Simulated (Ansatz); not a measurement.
# LaC (CsCl type): how the settings move a single-point run

How sensitive is a single-point run of LaC (CsCl type) to its settings? A reference run comes first, then five runs with altered input.

Method: reference: DFT PBE, scalar-relativistic, plane waves, PAW, in Ansatz 0.2.0.

1 further run of the same task is left out (it didn't finish). Runs told in other sessions of the task aren't counted.

**1. Starting point**

It takes space group Pm-3m (No. 221, cubic). Conventional cell: a = 3.281 Å, b = 3.281 Å, c = 3.281 Å, α = 90.00°, β = 90.00°, γ = 90.00°. La (site symmetry m-3m) has 8 C at 2.84 Å in its first shell of neighbours. C (site symmetry m-3m) is surrounded by 8 La at 2.84 Å.

As a file:

```
CELL_PARAMETERS angstrom
3.28097 0.00000 0.00000
0.00000 3.28097 0.00000
0.00000 0.00000 3.28097
ATOMIC_POSITIONS crystal
La 0.00000 0.00000 0.00000
C 0.50000 0.50000 0.50000
```

**2. Baseline**

Contents of input.yaml:

```yaml
crystal:
  lattice:
    - [3.2809728104, 0.0, 0.0]
    - [0.0, 3.2809728104, 0.0]
    - [0.0, 0.0, 3.2809728104]
  atoms:
    - { symbol: La, position: [0.0, 0.0, 0.0] }
    - { symbol: C, position: [0.5, 0.5, 0.5] }
basis:
  ecutwfc: 420
  ecutrho_ratio: 4
kpoints:
  mp_grid: { grid: [12, 12, 12] }
hamiltonian:
  xc: pbe
scf:
  occupations: { method: gaussian, width: 0.05 }
output:
  forces: true
  stress: true
  eigenvalues: true
```

Command:

```
$ ansatz run input.yaml --threads 2 --pin off --max-ram 2662MiB --backend cpu --events-out ev --progress --plain --runs-dir out
```

**3. Changing settings: ecutrho_ratio 9, mixing.algorithm anderson, mixing.beta 0.05**

Changes to input.yaml since step 2:

```diff
@@ -10,3 +10,3 @@
   ecutwfc: 420
-  ecutrho_ratio: 4
+  ecutrho_ratio: 9
 kpoints:
@@ -17,2 +17,3 @@
   occupations: { method: gaussian, width: 0.05 }
+  mixing: { algorithm: anderson, beta: 0.05 }
 output:
@@ -20,2 +21,5 @@
   stress: true
-  eigenvalues: true
+  write_density: true
+  write_potential: true
+  elf: true
+  volumetric_format: npy
```

**4. Changed: xc rpbe, hubbard.sites [{species: La, l: f, u_eff: 3.0}], hubbard.double_counting fll, lower_state_search light**

Changes to input.yaml since step 2:

```diff
@@ -14,5 +14,7 @@
 hamiltonian:
-  xc: pbe
+  xc: rpbe
+  hubbard: { sites: [{ species: La, l: f, u_eff: 3.0 }], double_counting: fll }
 scf:
   occupations: { method: gaussian, width: 0.05 }
+  lower_state_search: light
 output:
@@ -20,2 +22 @@
   stress: true
-  eigenvalues: true
```

**5. Changing settings: ecutwfc 700 eV, xc lda**

Changes to input.yaml since step 2:

```diff
@@ -9,3 +9,3 @@
 basis:
-  ecutwfc: 420
+  ecutwfc: "700 eV"
   ecutrho_ratio: 4
@@ -14,3 +14,3 @@
 hamiltonian:
-  xc: pbe
+  xc: lda
 scf:
@@ -20,2 +20 @@
   stress: true
-  eigenvalues: true
```

**6. Variant: preconditioner kerker_dos**

Changes to input.yaml since step 2:

```diff
@@ -17,2 +17,3 @@
   occupations: { method: gaussian, width: 0.05 }
+  mixing: { preconditioner: kerker_dos }
 output:
@@ -20,2 +21,5 @@
   stress: true
-  eigenvalues: true
+  write_density: true
+  write_potential: true
+  elf: true
+  volumetric_format: npy
```

**7. Variant: basis.precision f64, preconditioner kerker_dos, eigensolver.kind davidson**

Changes to input.yaml since step 2:

```diff
@@ -11,2 +11,3 @@
   ecutrho_ratio: 4
+  precision: f64
 kpoints:
@@ -17,2 +18,4 @@
   occupations: { method: gaussian, width: 0.05 }
+  mixing: { preconditioner: kerker_dos }
+  eigensolver: { kind: davidson }
 output:
@@ -20,2 +23 @@
   stress: true
-  eigenvalues: true
```

**Question.** What will these runs give? Wanted: for each run, ending; energy change; pressure; gap; force.

**Answer**, as computed:

```
                                                                                                               run     ending   energy change  pressure (GPa)  gap (eV)  force (eV/Å)  cycles    time
                                                                                                         reference  converged               0             0.0      0.00          0.00       6  0.95 s
                                                   1: ecutrho_ratio 9, mixing.algorithm anderson, mixing.beta 0.05  converged    0.0 meV/atom             0.0      0.00          0.00      14   1.9 s
2: xc rpbe, hubbard.sites [{species: La, l: f, u_eff: 3.0}], hubbard.double_counting fll, lower_state_search light  converged  not comparable             4.8      0.00          0.00       7     2 s
                                                                                         3: ecutwfc 700 eV, xc lda  converged  not comparable            -7.0      0.00          0.00       6   1.7 s
                                                                                      4: preconditioner kerker_dos  converged    0.0 meV/atom             0.0      0.00          0.00       6   1.2 s
                                      5: basis.precision f64, preconditioner kerker_dos, eigensolver.kind davidson  converged    0.0 meV/atom             0.0      0.00          0.00       7   1.1 s
```

Times don't compare one to one where runs were asked for different outputs or read a saved state (see the inputs); cycles may leave out searches for a lower state.

Residual by cycle in the longest SCF loop of each run; runs are numbered as in the table. The quantity is the density residual dr2, in eV.

```
cycle  reference    run 1   run 2    run 3    run 4    run 5
    1    0.00271  0.00271   0.369   0.0613  0.00271  0.00315
    2     3.4e-4  0.00254  0.0829  0.00166   6.3e-4   6.7e-4
    3     6.0e-5   2.5e-4  0.0298   2.4e-4   6.4e-5   7.3e-5
    5     1.7e-8   5.1e-6  4.5e-5   7.9e-8   2.2e-7   9.0e-7
    6    5.3e-10   5.1e-6  1.3e-6   1.2e-8   1.3e-8   1.0e-7
    7          -   5.3e-6  1.7e-8        -        -   5.0e-9
    8          -   3.4e-6       -        -        -        -
    9          -   2.7e-6       -        -        -        -
   10          -   1.1e-6       -        -        -        -
   12          -   1.5e-7       -        -        -        -
   13          -   3.9e-7       -        -        -        -
   14          -   1.0e-9       -        -        -        -
```

What this shows: Of the converged runs whose energies compare with the reference's, none moves it noticeably. A changed U is a change of model: its shifts are not errors of convergence.
